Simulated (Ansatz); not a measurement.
**GaMe2(acac) (C7H13GaO2): the relaxed shape and its frontier levels**

Aim: characterise GaMe2(acac) (C7H13GaO2) as a singlet: its structure, frontier levels and distribution of charge.

Method: RKS PBE0-D4/def2-TZVP; program: Ansatz 0.2.0, Gaussian basis.

Plan: relaxation at r2SCAN-D4/def2-SVP; a single point at PBE0-D4/def2-TZVP.

## Step 1: The system as given

23 atoms, charge 0, spin multiplicity 1.

Atoms are counted from 1 here; the program's logs count them from 0.

Bond lengths: Ga1–C2 2.036 Å, Ga1–C6 2.035 Å, Ga1–O10 1.977 Å, Ga1–O16 1.980 Å, C2–H3 1.093 Å, C2–H4 1.091 Å, C2–H5 1.092 Å, C6–H7 1.092 Å, C6–H8 1.091 Å, C6–H9 1.091 Å, O10–C11 1.271 Å, C11–C12 1.507 Å, C11–C13 1.393 Å, C12–H17 1.085 Å, C12–H18 1.089 Å, C12–H19 1.089 Å, C13–C14 1.393 Å, C13–H20 1.077 Å and more. Angles: C2–Ga1–C6 134.2°, C2–Ga1–O10 106.6°, C2–Ga1–O16 106.0°, C6–Ga1–O10 106.3°, C6–Ga1–O16 106.8°, O10–Ga1–O16 87.1°, Ga1–C2–H3 109.9°, Ga1–C2–H4 111.8°, Ga1–C2–H5 111.3°, H3–C2–H4 108.1°, H3–C2–H5 108.1°, H4–C2–H5 107.6°, Ga1–C6–H7 110.0°, Ga1–C6–H8 111.7°, Ga1–C6–H9 111.2°, H7–C6–H8 108.1°, H7–C6–H9 108.1°, H8–C6–H9 107.6° and more.

The start is a GFN2-xTB geometry.

## Step 2: Optimising with r2SCAN-D4/def2-SVP

Input file in.yaml:

```yaml
crystal:
  periodic: [false, false, false]
  atoms:
    - {symbol: Ga, position_ang: [1.358420, -0.011860, 0.937780]}
    - {symbol: C, position_ang: [0.901370, -0.030560, 2.921400]}
    - {symbol: H, position_ang: [-0.179180, 0.066820, 3.054440]}
    - {symbol: H, position_ang: [1.383950, 0.788560, 3.455860]}
    - {symbol: H, position_ang: [1.217470, -0.963610, 3.391450]}
    - {symbol: C, position_ang: [3.098900, -0.008490, -0.116480]}
    - {symbol: H, position_ang: [2.891040, -0.128830, -1.182230]}
    - {symbol: H, position_ang: [3.759840, -0.818900, 0.194040]}
    - {symbol: H, position_ang: [3.639460, 0.929560, 0.018960]}
    - {symbol: O, position_ang: [0.203690, 1.360370, 0.106120]}
    - {symbol: C, position_ang: [-0.844010, 1.232720, -0.602410]}
    - {symbol: C, position_ang: [-1.500950, 2.512030, -1.053040]}
    - {symbol: C, position_ang: [-1.403610, 0.013810, -0.978430]}
    - {symbol: C, position_ang: [-0.861500, -1.216360, -0.612460]}
    - {symbol: C, position_ang: [-1.538660, -2.482130, -1.071260]}
    - {symbol: O, position_ang: [0.183360, -1.364740, 0.095880]}
    - {symbol: H, position_ang: [-2.388720, 2.323970, -1.647770]}
    - {symbol: H, position_ang: [-1.764620, 3.104550, -0.178620]}
    - {symbol: H, position_ang: [-0.787340, 3.093330, -1.634580]}
    - {symbol: H, position_ang: [-2.295180, 0.022920, -1.583070]}
    - {symbol: H, position_ang: [-2.396000, -2.276870, -1.703750]}
    - {symbol: H, position_ang: [-1.856970, -3.050690, -0.198940]}
    - {symbol: H, position_ang: [-0.820740, -3.095570, -1.612880]}
basis:
  gaussian: {orbitals: def2-SVP}
hamiltonian: {xc: r2scan, dispersion: d4}
scf: {lower_state_search: "off"}
output: {orbitals: {seedname: orbitals}}
relax: {f_tol: 0.03, max_steps: 70}
```

The run is started by

```console
ansatz run in.yaml --threads 2 --pin off --events-out ev --progress --plain --max-ram 22528MiB --backend cuda --devices 0, --max-vram 18GiB
```

Further steps of the session: Single point, PBE0-D4/def2-TZVP.

Q: Predict the results of all the runs planned. Wanted: point group; commonest bond, hydrogen aside; HOMO, LUMO at PBE0-D4/def2-TZVP; dipole at r2SCAN-D4/def2-SVP.

**Answer**, as computed:

```
                       quantity                          value
                    point group                             C1
 commonest bond, hydrogen aside  C–C, 4 of mean length 1.456 Å
HOMO, LUMO at PBE0-D4/def2-TZVP                -6.69, -1.57 eV
   dipole at r2SCAN-D4/def2-SVP                         2.86 D
```

**Reading.** The molecule keeps its bonding pattern by the stored test; the atoms moved 0.06 Å (rms). No usable vibrations, so a minimum isn't proven. The point group is read from a loosely relaxed geometry; soft torsions can leave it below the true symmetry.
